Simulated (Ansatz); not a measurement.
**C2H3ClCuN: one species, many methods**

The task here is to estimate one member of a computed series from the others.

Computed with Ansatz 0.2.0, Gaussian basis. Level: functionals in def2-TZVPP, the program's frozen cores in correlated methods.

Plan: LDA (SPW92), PBE-D4, revPBE-D4, BLYP-D4, r2SCAN-D4, B97M-V, PBE0-D4, B3LYP-D4, r2SCANh-D4, r2SCAN0-D4, HSE06-D4, BHLYP-D4, CAM-B3LYP-D4, LC-ωPBE, ωB97X-V, ωB97M-V, B2PLYP, PBE-QIDH; CCSD(T)/def2-SVP; CCSD(T)/def2-TZVPP; MP2/def2-QZVPP; extrapolation to the limit; RPA on PBE.

## The geometry

An earlier PBE0-D4 in a triple-zeta def2 set relaxation fixed the geometry.

8 atoms, charge 0, spin multiplicity 1.

Atoms are counted from 1 here; the program's logs count them from 0.

Bond lengths: C1–C2 1.443 Å, C1–H6 1.091 Å, C1–H7 1.091 Å, C1–H8 1.091 Å, C2–N3 1.146 Å, N3–Cu4 1.836 Å, Cu4–Cl5 2.083 Å. Angles: C2–C1–H6 109.8°, C2–C1–H7 109.8°, C2–C1–H8 109.8°, H6–C1–H7 109.1°, H6–C1–H8 109.1°, H7–C1–H8 109.1°, C1–C2–N3 180.0°, C2–N3–Cu4 179.9°, N3–Cu4–Cl5 179.9°.

The first run:

Input file in.yaml:

```yaml
crystal:
  periodic: [false, false, false]
  atoms:
    - {symbol: C, position_ang: [-0.773227, -1.548359, 0.063687]}
    - {symbol: C, position_ang: [-0.128386, -0.258923, 0.008324]}
    - {symbol: N, position_ang: [0.383642, 0.765609, -0.034981]}
    - {symbol: Cu, position_ang: [1.202643, 2.407479, -0.100017]}
    - {symbol: Cl, position_ang: [2.130870, 4.270548, -0.170951]}
    - {symbol: H, position_ang: [-1.432015, -1.595027, 0.932484]}
    - {symbol: H, position_ang: [-0.020924, -2.334990, 0.142534]}
    - {symbol: H, position_ang: [-1.362612, -1.706348, -0.841090]}
basis:
  gaussian: {orbitals: def2-TZVPP}
hamiltonian: {xc: lda}
output: {orbitals: {seedname: orbitals}}
```

On the command line:

```bash
$ ansatz run in.yaml --threads 4 --pin off --events-out ev --progress --plain --max-ram 10444MiB
```

Steps of the session up to this table: LDA; PBE-D4 (GGA); revPBE-D4 (GGA); BLYP-D4 (GGA); r2SCAN-D4 (meta-GGA); B97M-V (meta-GGA); PBE0-D4 (hybrid); B3LYP-D4 (hybrid); r2SCANh-D4 (hybrid); r2SCAN0-D4 (hybrid); HSE06-D4 (hybrid); BHLYP-D4 (hybrid); CAM-B3LYP-D4 (range-separated); LC-ωPBE (range-separated); ωB97X-V (range-separated); ωB97M-V (range-separated); B2PLYP (double hybrid); PBE-QIDH (double hybrid).

One of the session's tables, all rows but one given; the rest of the session is left out.

It belongs to the step «Orbital energies across the functionals». 

| functional | HOMO (eV) | gap (eV) |
| --- | --- | --- |
| LDA (SPW92) | -5.58 | 3.51 |
| PBE-D4 | -5.35 | 3.53 |
| revPBE-D4 | -5.27 | 3.53 |
| BLYP-D4 | ? | ? |
| r2SCAN-D4 | -5.50 | 3.89 |
| B97M-V | -5.55 | 4.00 |
| PBE0-D4 | -6.62 | 5.73 |
| B3LYP-D4 | -6.38 | 5.25 |
| r2SCANh-D4 | -6.01 | 4.74 |
| r2SCAN0-D4 | -6.77 | 6.02 |
| HSE06-D4 | -6.22 | 4.95 |
| BHLYP-D4 | -7.78 | 7.97 |
| CAM-B3LYP-D4 | -7.96 | 8.18 |
| LC-ωPBE | -9.26 | 10.67 |
| ωB97X-V | -8.95 | 10.28 |
| ωB97M-V | -8.86 | 10.02 |

Estimate the missing values for BLYP-D4.

Worked estimate for «HOMO (eV)». Against the share of exact exchange, B3LYP-D4 (0.2, -6.38), BHLYP-D4 (0.5, -7.78) give a slope of -4.67 per unit share; at 0 the line stands at -5.45.

The run gave: HOMO (eV): -5.21; gap (eV): 3.51. In «HOMO (eV)» the line misses by -0.24.
